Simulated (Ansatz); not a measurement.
# SnSbS2: the cost of one run

Program: Ansatz 0.2.0. Level of theory: DFT PBE, scalar-relativistic, plane waves, PAW, unless a step names another level. These are calculated values, not measurements.

2 further runs of the same task are left out: 1 that didn't finish, 1 set aside as unsound or not needed.

**1. The starting structure**

Symmetry: R-3m, No. 166, trigonal system. The conventional cell has a = 3.810 Å, b = 3.810 Å, c = 22.831 Å, α = 90.00°, β = 90.00°, γ = 120.00°. Around Sn (site symmetry -3m) lie 6 S at 2.97 Å. Sb (site symmetry -3m) is surrounded by 6 S at 2.85 Å. S (site symmetry 3m) has 3 Sb at 2.85 Å and 3 Sn at 2.97 Å as nearest neighbours.

Structure file:

```
Sn Sb S
1.0
     1.90497    1.09984    7.61029
    -1.90497    1.09984    7.61029
     0.00000   -2.19967    7.61029
Sn Sb S
1 1 2
Direct
  0.00000 0.00000 0.00000
  0.50000 0.50000 0.50000
  0.75399 0.75399 0.75399
  0.24601 0.24601 0.24601
```

It is the end of an earlier relaxation with the same method, from a database cell with other species swapped in; it needn't be the stable form of this composition. At a tolerance of 0.05 Å it has space group R-3m (No. 166); it has 23.92 Å³/atom, an uncorrected energy of -0.16 eV/atom over the elements.

**2. Static run: bands, density of states and charges**

File input.yaml:

```yaml
crystal:
  lattice:
    - [1.9049729576, 1.0998366498, 7.6102895756]
    - [-1.9049729576, 1.0998366498, 7.6102895756]
    - [0.0, -2.1996732997, 7.6102895756]
  atoms:
    - { symbol: Sn, position: [0.0, 0.0, 0.0] }
    - { symbol: Sb, position: [0.5, 0.5, 0.5] }
    - { symbol: S, position: [0.7539947902, 0.7539947902, 0.7539947902] }
    - { symbol: S, position: [0.2460052098, 0.2460052098, 0.2460052098] }
basis:
  ecutwfc: 420
kpoints:
  mp_grid: { grid: [12, 12, 12] }
  band_path:
    path:
      - [[0.0, 0.0, 0.0], [0.5, 0.5, 0.5], [0.81940937, 0.18059063, 0.5]]
      - [[0.5, -0.18059063, 0.18059063], [0.5, 0.0, 0.0], [0.0, 0.0, 0.0], [0.34029531, -0.34029531, 0.0]]
      - [[0.65970469, 0.0, 0.34029531], [0.5, 0.0, 0.5], [0.0, 0.0, 0.0]]
    npoints: 14
hamiltonian:
  xc: pbe
scf:
  occupations: { method: gaussian, width: 0.1 }
  n_extra_bands: 10
output:
  forces: true
  stress: true
  eigenvalues: true
  populations: true
  dos: { projected: true, de: 0.02, nscf_kmesh: { grid: [15, 15, 15] } }
  bader: true
  write_density: true
  write_potential: true
  elf: true
  volumetric_format: npy
```

Started as:

```console
ansatz run input.yaml --threads 1 --pin off --max-ram 2560MiB --backend cpu --events-out ev --progress --plain --runs-dir out
```

**Question.** How long does this run take on 1 thread of Arm Neoverse V2, shared host, and how much memory does it need?

About 1.8 min, with a peak of 0.87 GiB.
